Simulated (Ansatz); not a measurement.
Runs of Ansatz 0.2.0 on Ga3Se. It takes space group Pm-3m (No. 221, cubic). Conventional cell: a = 4.432 Å, b = 4.432 Å, c = 4.432 Å, α = 90.00°, β = 90.00°, γ = 90.00°. Around Se (site symmetry m-3m) lie 12 Ga at 3.13 Å. Around Ga (site symmetry 4/mmm) lie 4 Se at 3.13 Å and 8 Ga at 3.13 Å. The cell comes from a database or a generator and needn't be the stable form of this composition.

| task | level | cell | k mesh | cutoff (eV) | points for each segment of the path | gap on the mesh (eV) | pressure (GPa) |
| --- | --- | --- | --- | --- | --- | --- | --- |
| projected density of states | PBE | as given | 4 × 4 × 4 | 420 | - | none | -0.2 |
| band structure | LDA | as given | 6 × 6 × 6 | 420 | 14 | none | (b) |
| band structure | HSE06 | as given | 4 × 4 × 4 | 420 | 4 | none | - |
| projected density of states | r2SCAN0 | as given | 4 × 4 × 4 | 500 | - | none | - |
| projected density of states | LDA | as given | 4 × 4 × 4 | 420 | - | none | -4.6 |
| relaxation of cell and atoms | PBEsol | relaxed | 6 × 6 × 6 | 420 | - | none | 0.0 |
| projected density of states | RPBE | as given | 4 × 4 × 4 | 420 | - | none | (a) |
| projected density of states | revPBE | as given | 4 × 4 × 4 | 420 | - | none | 1.0 |

Alike in all rows: potentials or basis Ansatz PAW; no spin polarisation; smearing fermi-dirac 0.05 eV.

Question: Estimate the missing entries.

Answer: (a) 1.5; (b) -4.9.

Caveats: the PAW data sets come from PBE, with cores solved anew for the run's functional, which leaves a small shift of forces and pressure (some runs); the density of states is complete only up to the lowest level of the last band computed (some runs); the potentials were made for another functional, which shifts forces and pressure (some runs); the plane-wave basis is chosen anew once the cell has moved, so the energies of steps on either side of that aren't comparable (some runs).

A k mesh can miss the band edges, and the runs leave out spin-orbit coupling on Ga, Se.

A gap of «none» marks a metal or a gap under the smearing width.

Not every run made on this cell is shown here.
